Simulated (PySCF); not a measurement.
**VS₂: the energy surface near the minimum**

Aim: map the energy of doublet VS₂ about its PBE0 minimum, with rigid distortions.

Method: PBE0, basis V def2-SVP, S def2-SVP, no relativity, density fitting; program: PySCF 2.14.0.

## Step 1: The system as given

3 atoms, charge 0, spin multiplicity 2.

Bond lengths: V1–S2 2.019 Å, V1–S3 2.019 Å. Angles: S2–V1–S3 112.6°.

```xyz
3
charge 0 multiplicity 2
V     0.0000    0.0000    0.0000
S     1.6804    0.0000    1.1197
S    -1.6804    0.0000    1.1197
```

## Step 2: Breathing scan

One driver script runs all scans and calls PySCF for each point, on a (75, 302) grid.

Run with:

```console
OMP_NUM_THREADS=2 python axn.py task.json out
```

A rigid scan with PBE0: all bonds to the central atom are scaled together. Each point starts from its neighbour's orbitals, and energies count from the minimum.

| scale of all bonds to the centre | energy (kJ/mol) | dipole size (D) | ⟨S²⟩ |
| --- | --- | --- | --- |
| 0.88 | 220.7 | 4.22 | 0.77 |
| 0.92 | 85.2 | 4.57 | 0.79 |
| 0.96 | 18.4 | 4.87 | 0.82 |
| 1.00 | 0.0 | 5.13 | 0.93 |
| 1.04 | 13.1 | 5.32 | 1.17 |
| 1.08 | 44.2 | 5.45 | 1.51 |
| 1.14 | 107.6 | 5.57 | 2.01 |
| 1.22 | 196.9 | 5.72 | 2.54 |
| 1.35 | 333.5 | 5.83 | 2.94 |

The scan needed 17 s of wall time on 2 threads of Arm Neoverse V2, shared host.

⟨S²⟩ grows along the scan: the determinant mixes in higher spin as the pair uncouples.

## Step 3: Stretching one bond

A rigid scan with PBE0: the bond from V to the last atom (S) is scaled and the rest held.

| scale of one bond | energy (kJ/mol) | dipole size (D) | ⟨S²⟩ |
| --- | --- | --- | --- |
| 0.92 | 40.7 | 4.94 | 0.83 |
| 0.96 | 8.8 | 5.02 | 0.87 |
| 1.00 | 0.0 | 5.13 | 0.93 |
| 1.05 | 9.9 | 5.26 | 1.08 |
| 1.12 | 43.1 | 5.37 | 1.42 |
| 1.20 | 85.1 | 5.36 | 1.79 |
| 1.35 | 155.7 | 5.43 | 2.04 |
| 1.55 | 241.7 | 5.61 | 2.26 |
| 1.80 | 312.7 | 5.20 | 2.56 |
| 2.20 | 357.8 | 5.00 | 2.82 |

The scan took 18 s.

⟨S²⟩ grows along the scan: the determinant mixes in higher spin as the pair uncouples.

## Step 4: Bending curve

A rigid scan with PBE0: the S–V–S angle changes, with bonds held.

| bond angle (°) | energy (kJ/mol) | dipole size (D) | ⟨S²⟩ |
| --- | --- | --- | --- |
| 80 | 120.3 | 5.28 | 1.13 |
| 90 | 50.3 | 5.31 | 1.02 |
| 100 | 13.4 | 5.28 | 0.96 |
| 110 | 0.5 | 5.17 | 0.93 |
| 120 | 3.5 | 4.97 | 0.92 |
| 130 | 16.8 | 4.62 | 0.90 |
| 140 | 35.5 | 4.07 | 0.88 |
| 150 | 55.8 | 3.31 | 0.87 |
| 160 | 73.8 | 2.33 | 0.85 |
| 170 | 86.2 | 1.21 | 0.84 |
| 180 | 90.7 | 0.00 | 0.84 |

The scan took 17 s.

Spin contamination is strong at some points.

## Step 5: Summary of results

```
                quantity        value
    all bonds 4 % longer  13.1 kJ/mol
    one bond 20 % longer  85.1 kJ/mol
linear shape, bonds held  90.7 kJ/mol
```

In words: Shortening all bonds by 4 % costs 18.4 kJ/mol and lengthening them 13.1: the wall is steeper on the short side. Held rigid otherwise, the linear shape costs 91 kJ/mol. This is the lowest SCF solution found for this spin; with open d or f shells other occupations or spin states may lie lower.
